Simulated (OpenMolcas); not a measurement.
# Ag²⁺ among point charges: CASSCF and CASPT2 levels and susceptibility

Aim: the splitting of the states of Ag²⁺ in the field of 5 point charges, its lowest levels with spin-orbit coupling and its magnetic susceptibility.

Method: state-averaged CASSCF and CASPT2, spin-orbit coupling by RASSI with atomic mean-field integrals. Code: OpenMolcas 26.06.

## (1) The system

- Species: Ag²⁺ (silver, Z = 47, 45 electrons)
- Basis: ANO-RCC-VDZP [6s5p3d1f], 43 functions
- Scalar Hamiltonian: DKH2, point nucleus
- Inactive shells: 1s 2s 2p 3s 3p 3d 4s 4p
- Active space: 9 electrons in 5 orbitals (4d)
- Some configurations of this space: 4d9
- Orbitals: optimised for each spin and parity, averaged over all roots

The outer shells:

4d9
```
4d [↑↓][↑↓][↑↓][↑↓][↑ ]
```

The ion sits among 5 point charges of -1.5 e arranged as a square pyramid (C4v), 1.92 Å from the ion, with the axial distance 1.747 Å.

Each step is its own input file, run in one work folder so that later steps find the files of earlier ones. Labels, J, g values, rates, χT and fits are worked out afterwards by a script from the matrices that RASSI stores.

## (2) GATEWAY and SEWARD: basis and integrals

a.inp reads:

```
&GATEWAY
Coord
1

Ag 0.0 0.0 0.0
Basis=ANO-RCC-VDZP
Group=NoSym
NoMove
AngMom=0.0 0.0 0.0
AMFI
XField
5 Angstrom 0
1.920000 0.000000 0.000000 -1.500000
0.000000 1.920000 0.000000 -1.500000
-1.920000 0.000000 0.000000 -1.500000
0.000000 -1.920000 0.000000 -1.500000
0.000000 0.000000 1.747200 -1.500000
&SEWARD
```

Started as:

```
$ OMP_NUM_THREADS=1 MOLCAS_MEM=1689 MOLCAS_PROJECT=a pymolcas a.inp > a.log
```

What it wrote:

```text
Basis set label: AG.ANO-RCC...6S5P3D1F.

      Electronic valence basis set:
      ------------------
      Associated Effective Charge  47.000000 au
      Associated Actual Charge     47.000000 au
      Nuclear Model: Point charge

      Shell  nPrim  nBasis  Cartesian Spherical Contaminant
         s      21       6        X
         p      18       5        X
         d      13       3                 X
         f       6       1                 X
                  Relativistic Douglas-Kroll-Hess integrals:
                    - DKH order of Hamiltonian: 2
                    - DKH order of Properties : 0
                  Atomic mean-field integrals
```

## (3) Reference wave functions, doublets, 5 roots

a.inp reads:

```
&RASSCF
FileOrb=start.orb
Symmetry=1
Spin=2
nActEl=9 0 0
Inactive=18
Ras2=5
CIRoot=5 5 1
SDav=5
CIMx=300
Iter=120 100
PrWF=0.3
OrbListing=Nothing
MaxOrb=0
>>> COPY $Project.JobIph JOB001
```

start.orb holds the contracted functions of the basis, ordered by shell, or the orbitals of the step before.

What it wrote:

```text
Wave function specifications:
      -----------------------------

      Number of closed shell electrons          36
      Number of electrons in active shells       9
      Max number of holes in RAS1 space          0
      Max nr of electrons in RAS3 space          0
      Number of inactive orbitals               18
      Number of active orbitals                  5
      Number of secondary orbitals              20
      Spin quantum number                      0.5
      State symmetry                             1
Orbital specifications:
      -----------------------

      Symmetry species                           1
                                                 a
      Frozen orbitals                            0
      Inactive orbitals                         18
      Active orbitals                            5
      RAS1 orbitals                              0
      RAS2 orbitals                              5
      RAS3 orbitals                              0
      Secondary orbitals                        20
      Deleted orbitals                           0
      Number of basis functions                 43
      Number of CSFs                             5
      Number of root(s) required                 5
      Iter CI   SX   CI       RASSCF       Energy    max ROT     max BLB   max BLB  Level Ln srch  Step   QN
          iter iter root      energy       change     param      element    value   shift minimum  type update
 Nr of preliminary CI iterations:   1
      Total energies have been shifted. Add                -5000.00 au
        1   1    9    0  -315.06485465    0.00E+00  -8.61E-02   23  36 1  3.44E-01*  0.08   0.00    SX    NO
        2   1   10    0  -315.16858947   -1.04E-01* -6.03E-02   18  31 1  1.21E-01*  0.21   0.00    SX    NO
        3   1    9    0  -315.19109041   -2.25E-02* -2.53E-02   23  36 1  7.77E-02*  0.12   0.00    SX    NO
        4   1    9    0  -315.19774375   -6.65E-03* -2.71E-02   21  34 1 -3.75E-02*  0.16   0.00    SX    NO
        5   1    9    0  -315.20012694   -2.38E-03*  1.24E-02   22  35 1  2.63E-02*  0.13   0.78    QN   YES
        6   1    8    0  -315.20121357   -1.09E-03*  8.93E-03   22  35 1  8.56E-03*  0.13   1.74    LS   YES
        7   1    8    0  -315.20145110   -2.38E-04* -1.19E-02   21  34 1 -8.03E-03*  0.14   1.03    QN   YES
        8   1    8    0  -315.20162247   -1.71E-04* -4.30E-03   21  34 1 -2.42E-03*  0.13   1.31    QN   YES
        9   1    7    0  -315.20163874   -1.63E-05* -9.72E-04   21  25 1 -6.26E-04*  0.13   1.09    QN   YES
       10   1    7    0  -315.20164005   -1.31E-06* -4.86E-04   21  25 1 -3.41E-04*  0.13   1.50    LS   YES
       11   1    7    0  -315.20164022   -1.64E-07* -2.40E-04   21  40 1  2.39E-04*  0.13   1.00    QN   YES
       12   1    6    0  -315.20164041   -1.94E-07*  1.26E-04   21  34 1  7.91E-05   0.13   1.23    QN   YES
       13   1    6    0  -315.20164044   -3.03E-08* -4.72E-05   21  28 1  2.33E-05   0.13   1.19    QN   YES
       14   1    5    0  -315.20164044   -2.27E-09  -5.34E-06   21  34 1 -6.05E-06   0.13   1.13    QN   YES
      Convergence after 14 iterations
       15   1    5    0  -315.20164044   -5.91E-11  -5.34E-06   21  34 1 -1.30E-06   0.13   1.13    QN   YES
      Natural orbitals and occupation numbers for root  1
      sym 1:   1.000000   2.000000   2.000000   2.000000   2.000000
      Natural orbitals and occupation numbers for root  2
      sym 1:   1.000000   2.000000   2.000000   2.000000   2.000000
      Natural orbitals and occupation numbers for root  3
      sym 1:   2.000000   2.000000   1.000000   2.000000   2.000000
::    RASSCF root number  1 Total energy:  -5315.23973006
::    RASSCF root number  2 Total energy:  -5315.20812942
::    RASSCF root number  3 Total energy:  -5315.18829828
::    RASSCF root number  4 Total energy:  -5315.18602223
::    RASSCF root number  5 Total energy:  -5315.18602223
```

## (4) RASSI: spin-orbit coupling between the states

a.inp reads:

```
&RASSI
NrOfJobIphs=1 5
1 2 3 4 5
IphNames
JOB001
EJob
SpinOrbit
DIPRint=1.0
SOCoupling=1000.0
Subsets=2
Property=9
'ANGMOM' 1 'ANGMOM' 2 'ANGMOM' 3 'MLTPL  1' 1 'MLTPL  1' 2 'MLTPL  1' 3
'AMFI' 1 'AMFI' 2 'AMFI' 3
SOProperty=3
'ANGMOM' 1 'ANGMOM' 2 'ANGMOM' 3
```

Started as:

```
$ OMP_NUM_THREADS=1 MOLCAS_MEM=1689 MOLCAS_PROJECT=a pymolcas a.inp > a.log
```

What it wrote:

```text
SPIN-FREE ENERGIES:
  (Shifted by EMIN (a.u.) =      -5315.2397300557)

 SF State       Relative EMIN(au)   Rel lowest level(eV)    D:o, cm**(-1)      L_eff

     1             0.0000000000        0.0000000000              0.0000         2.0
     2             0.0316006375        0.8598971522           6935.5383         2.0
     3             0.0514317806        1.3995300459          11287.9711         1.9
     4             0.0537078220        1.4614642875          11787.5044         2.0
     5             0.0537078220        1.4614642875          11787.5044         2.0
     Dipole printing threshold changed to   1.00000000E+00

++ Dipole transition strengths (spin-free states):
   -----------------------------------------------
     for osc. strength at least  1.00000000E+00

  ( Max oscillator strength is only    8.6894488799671652E-006 )
--
Eigenvalues of complex Hamiltonian:
   -----------------------------------
  (Shifted by EMIN (a.u.) =      -5315.2397300557)

 SO State       Relative EMIN(au)   Rel lowest level(eV)    D:o, cm**(-1)     J-value

     1            -0.0026074711        0.0000000000              0.0000         1.2
     2            -0.0026074711        0.0000000000              0.0000         1.2
     3             0.0311384027        0.9182720072           7406.3632         1.5
     4             0.0311384027        0.9182720072           7406.3632         1.5
     5             0.0444310913        1.2799844920          10323.7712         2.4
     6             0.0444310913        1.2799844920          10323.7712         2.4
     7             0.0526601094        1.5039074806          12129.8319         1.5
     8             0.0526601094        1.5039074806          12129.8319         1.5
     9             0.0648259296        1.8349563141          14799.9208         1.4
    10             0.0648259296        1.8349563141          14799.9208         1.4
Weights of the five most important spin-orbit-free states for each spin-orbit state.

 SO State  Total energy (au)           Spin-free states, spin, and weights
 -------------------------------------------------------------------------------------------------------
    1        -0.002607       1 0.5  0.9392    2 0.5  0.0533    4 0.5  0.0038    5 0.5  0.0038    3 0.5  0.0000
    2        -0.002607       1 0.5  0.9392    2 0.5  0.0533    4 0.5  0.0038    5 0.5  0.0038    3 0.5  0.0000
    3         0.031138       2 0.5  0.8417    4 0.5  0.0617    5 0.5  0.0617    1 0.5  0.0350    3 0.5  0.0000
    4         0.031138       2 0.5  0.8417    4 0.5  0.0617    5 0.5  0.0617    1 0.5  0.0350    3 0.5  0.0000
    5         0.044431       3 0.5  0.6567    5 0.5  0.1716    4 0.5  0.1716    2 0.5  0.0000    1 0.5  0.0000
    6         0.044431       3 0.5  0.6567    5 0.5  0.1716    4 0.5  0.1716    2 0.5  0.0000    1 0.5  0.0000
    7         0.052660       4 0.5  0.4346    5 0.5  0.4346    2 0.5  0.1050    1 0.5  0.0258    3 0.5  0.0000
    8         0.052660       4 0.5  0.4346    5 0.5  0.4346    2 0.5  0.1050    1 0.5  0.0258    3 0.5  0.0000
    9         0.064826       3 0.5  0.3433    5 0.5  0.3284    4 0.5  0.3284    1 0.5  0.0000    2 0.5  0.0000
   10         0.064826       3 0.5  0.3433    5 0.5  0.3284    4 0.5  0.3284    2 0.5  0.0000    1 0.5  0.0000
 -------------------------------------------------------------------------------------------------------
```

These steps took 4.1 s in all on 1 thread of AMD EPYC 7R43 (Zen 3), shared host.

States without spin-orbit coupling:

| state | degeneracy | E (cm-1) | free-ion L (%) |
| --- | --- | --- | --- |
| doublet | 1 | 0 | D (100) |
| doublet | 1 | 6936 | D (100) |
| doublet | 1 | 11288 | D (100) |
| doublet | 2 | 11788 | D (100) |

With spin-orbit coupling:

```
E (cm-1)  Degeneracy  2S+1               g
     0.0           2     2  2.07 2.07 3.75
    7406           2     2  0.11 2.34 2.34
   10324           2     2  1.31 3.56 3.56
   12130           2     2  0.27 0.27 3.63
   14800           2     2  0.69 1.55 1.55
```

Principal g values are given for doublets only; a zero marks a field direction without first-order Zeeman splitting.

Powder χT (cm³ K/mol): 0.71 at 2 K, 0.71 at 5 K, 0.71 at 10 K, 0.71 at 20 K, 0.71 at 50 K, 0.72 at 100 K, 0.72 at 150 K, 0.73 at 200 K, 0.73 at 250 K, 0.74 at 300 K.

Orbitals of the lowest block (energies include the constant potential of the surroundings):

```csv
shell,space,energy (hartree),mean occupation,⟨r²⟩ (bohr²)
1s,inactive,-940.8024,2.000,0.00127
2s,inactive,-140.6934,2.000,0.0213
2p,inactive,-125.9187,6.000,0.0169
3s,inactive,-26.1942,2.000,0.154
3p,inactive,-21.2025,6.000,0.155
3d,inactive,-13.3083,10.000,0.142
4s,inactive,-3.0901,2.000,0.952
4p,inactive,-1.5489,6.000,1.14
4d,RAS2,,9.000,2.35
```

## (5) CASPT2: IPEA 0.25, imaginary shift 0.1 (closed shells correlated: 4s 4p)

a.inp reads:

```
>>> COPY JOB001 $Project.JobIph
&CASPT2
Multistate=5 1 2 3 4 5
NoMult
Frozen=14
IPEA=0.25
Imaginary=0.1
MaxIter=60
WThr=0.0 0.3 0.05
PrWF=0.5
NoMix
```

What it wrote:

```text
Orbital specifications:
      -----------------------

      Symmetry species                           1
                                                 a
      Frozen orbitals                           14
      Inactive orbitals                          4
      Active orbitals                            5
      Secondary orbitals                        20
      Deleted orbitals                           0
      Number of basis functions                 43
Type of calculation                        SS-CASPT2
      Fock operator                              state-specific
      IPEA shift                                 0.25
      Real shift                                 0.00
      Imaginary shift                            0.10
      The input orbitals will be transformed to quasi-canonical
Reference energy:       -5315.2397300557
      E2 (Non-variational):      -0.3525253148
      Shift correction:          -0.0001832716
      E2 (Variational):          -0.3527085864
      Total energy:           -5315.5924386421
      Residual norm:              0.0000003581
      Reference weight:           0.93370
      Contributions to the CASPT2 correlation energy
      Active & Virtual Only:         -0.2018314697
      One Inactive Excited:          -0.1127776070
      Two Inactive Excited:          -0.0379162381
Reference energy:       -5315.2081294183
      E2 (Non-variational):      -0.3502852296
      Shift correction:          -0.0001852048
      E2 (Variational):          -0.3504704343
      Total energy:           -5315.5585998526
      Residual norm:              0.0000000383
      Reference weight:           0.93411
      Contributions to the CASPT2 correlation energy
      Active & Virtual Only:         -0.2003090765
      One Inactive Excited:          -0.1121925021
      Two Inactive Excited:          -0.0377836510
::    CASPT2 Root  1     Total energy:  -5315.59243864
::    CASPT2 Root  2     Total energy:  -5315.55859985
::    CASPT2 Root  3     Total energy:  -5315.53238261
::    CASPT2 Root  4     Total energy:  -5315.53606425
::    CASPT2 Root  5     Total energy:  -5315.53606425
```

This run: 1 s of run time, 1 thread of AMD EPYC 7R43 (Zen 3), shared host.

SS-CASPT2: lowest energy less the reference's lowest, -0.3527 hartree; reference weights 0.934 to 0.937.

Spin-free states:

| state | degeneracy | E (cm-1) | free-ion L (%) |
| --- | --- | --- | --- |
| doublet | 1 | 0 | D (100) |
| doublet | 1 | 7427 | D (100) |
| doublet | 2 | 12373 | D (100) |
| doublet | 1 | 13181 | D (100) |

With spin-orbit coupling:

| E (cm-1) | Degeneracy | 2S+1 | g |
| --- | --- | --- | --- |
| 0 | 2 | 2 | 2.08 2.08 3.66 |
| 7860 | 2 | 2 | 0.01 2.36 2.36 |
| 11650 | 2 | 2 | 1.02 3.38 3.38 |
| 12660 | 2 | 2 | 0.28 0.28 3.65 |
| 15900 | 2 | 2 | 0.98 1.38 1.38 |

Powder χT (cm³ K/mol): 0.69 at 2 K, 0.69 at 5 K, 0.69 at 10 K, 0.69 at 20 K, 0.69 at 50 K, 0.70 at 100 K, 0.71 at 150 K, 0.71 at 200 K, 0.72 at 250 K, 0.72 at 300 K.

## (6) The methods side by side

A. CASSCF
B. SS-CASPT2, IPEA 0.25, imaginary shift 0.1 (closed shells correlated: 4s 4p)

```csv
method,ground state,first state of that spin (cm-1),first gap with spin-orbit (cm-1),χT at 300 K
A,doublet,doublet 6936,7406.4,0.74
B,doublet,doublet 7427,7863.4,0.72
```

## (7) What came out

| quantity | value |
| --- | --- |
| method | SS-CASPT2, IPEA 0.25, imaginary shift 0.1 (closed shells correlated: 4s 4p) |
| spin-free ground state | doublet, 1-fold in its orbital part |
| first state of the same spin within the active space | doublet at 7430 cm⁻¹ |
| lowest level | 2-fold, g = 2.08, 2.08, 3.66 |
| next level | 7863.4 cm⁻¹ |
| χT at 300 K | 0.72 cm³ K/mol |
| effective moment at 300 K | 2.40 μB |

Cost by method:

```
                                              method  time of its own steps  time with the reference
                                           A. CASSCF                  4.1 s                    4.1 s
B. SS-CASPT2, IPEA 0.25, imaginary shift 0.1, +4s 4p                    1 s                    5.1 s
```

Times are of one thread on a shared host.

What this shows: The spin-free ground state (doublet) comes to 100 % from free-ion D terms and keeps the highest spin of the shell. χT at 300 K is 0.72, against 0.38 cm³ K/mol for the spin alone, so orbital moment adds to it. The field of point charges can differ much from that of real complexes. Point charges carry no covalency, so the field is a model and not that of real ligands.
